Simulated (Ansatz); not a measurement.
This script makes an atomisation energy of C₂H₄AlN, SMILES C=C=[N][AlH2] with Ansatz 0.2.0, Python API.

`tae_c2h4aln.py`
```python
# -*- coding: utf-8 -*-
from collections import Counter

import ansatz
from ase import Atoms


def total_energy(molecule, charge=0, unpaired=0):
    calc = (
        molecule.calculation()
        .basis(gaussian="6-31G*")
        .correlation("mp2")
    )
    if charge:
        calc = calc.charge(charge)
    if unpaired:
        calc = calc.spin("collinear", total=unpaired)
    return calc.run().report["free_energy_ev"]


def main():
    atoms = Atoms(["C", "C", "N", "Al", "H", "H", "H", "H"], positions=[
        [-0.1867, 1.869, 0.1899],
        [0.0235, 0.7009, 0.582],
        [0.2502, -0.474, 0.9638],
        [0.2797, -1.9244, -0.2563],
        [-0.495, 2.0856, -0.8734],
        [-0.1912, 2.7548, 0.8744],
        [-0.1545, -1.6686, -1.7755],
        [0.5662, -3.4006, 0.2393],
    ])
    system = ansatz.Crystal.molecule_from_ase(atoms)

    unpaired = {"C": 2, "N": 3, "Al": 1, "H": 1}
    counts = Counter(site.symbol for site in system.cartesian_sites)
    atom_energy = {s: total_energy(ansatz.Crystal.molecule().atom(s, (0, 0, 0)), 0, unpaired[s]) for s in counts}
    whole = total_energy(system, 0, 0)
    for s, e in atom_energy.items():
        print(f"{s:2s} x{counts[s]}  {e:14.5f} eV")
    print(f"C2H4AlN: {whole:.5f} eV")
    split = sum(counts[s] * e for s, e in atom_energy.items()) - whole
    print(f"atomisation energy (no zero-point term): {split:.3f} eV, {split / sum(counts.values()):.3f} eV an atom")


if __name__ == "__main__":
    main()
```

What does it cost to take this molecule apart into atoms?

27.732 eV from the electronic energies, without the zero-point term.

The run itself:

Running `python tae_c2h4aln.py` prints:
```text
C  x2     -1026.76650 eV
N  x1     -1481.85064 eV
Al x1     -6582.06022 eV
H  x4       -13.55761 eV
C2H4AlN: -10199.40605 eV
atomisation energy (no zero-point term): 27.732 eV, 3.466 eV an atom
```

Reading the output:
- These settings explore the input space; basis and method may be short of convergence.
- The geometry is a force-field or estimated start, not a minimum of this method, and the basis set is short of its limit. All parts are taken at fixed geometry, without zero-point energy.
- In double-zeta sets correlated atomisation energies come out some 10 to 15 % low.
- Hardware and time: 1.3 s on 1 thread of Arm Neoverse V1, on a shared host, peak memory 0.18 GiB.
